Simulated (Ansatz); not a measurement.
# AuF3HOP: basis-set convergence

One table from this session's results is given with a row withheld; the runs are named, their logs left out.

The runs use Ansatz 0.2.0, Gaussian basis; one geometry, several basis sets.

Plan: PBE0-D4/def2-SVP; ωB97M-V/def2-SVP; PBE0-D4/def2-QZVPP; ωB97M-V/def2-QZVPP; the functionals' def2-TZVPP values are taken from earlier runs.

## The relaxed structure

An earlier PBE0-D4 in a triple-zeta def2 set relaxation fixed the geometry. Au takes the def2 core potential; no spin-orbit term is included.

SMILES `[OH][Au-][P+](F)(F)F`, 7 atoms, charge 0, spin multiplicity 1.

Atoms are counted from 1 here; the program's logs count them from 0.

Bond lengths: O1–Au2 1.945 Å, O1–H7 0.960 Å, Au2–P3 2.150 Å, P3–F4 1.545 Å, P3–F5 1.546 Å, P3–F6 1.546 Å. Angles: Au2–O1–H7 111.9°, O1–Au2–P3 177.7°, Au2–P3–F4 117.2°, Au2–P3–F5 118.8°, Au2–P3–F6 118.8°, F4–P3–F5 99.5°, F4–P3–F6 99.6°, F5–P3–F6 99.2°.

Set-up of the first run:

Input file in.yaml:

```yaml
crystal:
  periodic: [false, false, false]
  atoms:
    - {symbol: O, position_ang: [1.446093, -2.480656, 0.226582]}
    - {symbol: Au, position_ang: [0.506386, -0.782913, 0.093536]}
    - {symbol: P, position_ang: [-0.466146, 1.132002, -0.015261]}
    - {symbol: F, position_ang: [-1.899881, 1.165244, -0.590090]}
    - {symbol: F, position_ang: [0.178088, 2.246276, -0.871536]}
    - {symbol: F, position_ang: [-0.694404, 1.925565, 1.291532]}
    - {symbol: H, position_ang: [0.929863, -3.205509, -0.134764]}
basis:
  gaussian: {orbitals: def2-SVP}
hamiltonian: {xc: pbe0, dispersion: d4}
output: {orbitals: {seedname: orbitals}}
```

Command:

```console
$ ansatz run in.yaml --threads 4 --pin off --events-out ev --progress --plain --max-ram 10444MiB
```

Steps of the session up to this table: PBE0-D4 in def2-SVP; ωB97M-V in def2-SVP; PBE0-D4 in def2-QZVPP; ωB97M-V in def2-QZVPP.

One of the session's tables, all rows but one given; the rest of the session is left out.

It belongs to the step «Functionals by basis». 

```
functional       basis  HOMO (eV)
   PBE0-D4    def2-SVP      -7.32
   PBE0-D4  def2-TZVPP      -7.58
   PBE0-D4  def2-QZVPP      -7.66
   ωB97M-V    def2-SVP          ?
   ωB97M-V  def2-TZVPP      -9.91
   ωB97M-V  def2-QZVPP     -10.00
```

Estimate the missing values for ωB97M-V, def2-SVP.

As computed: HOMO (eV): -9.61. In the column «HOMO (eV)» it lies between ωB97M-V, def2-TZVPP (-9.91) and PBE0-D4, def2-QZVPP (-7.66).
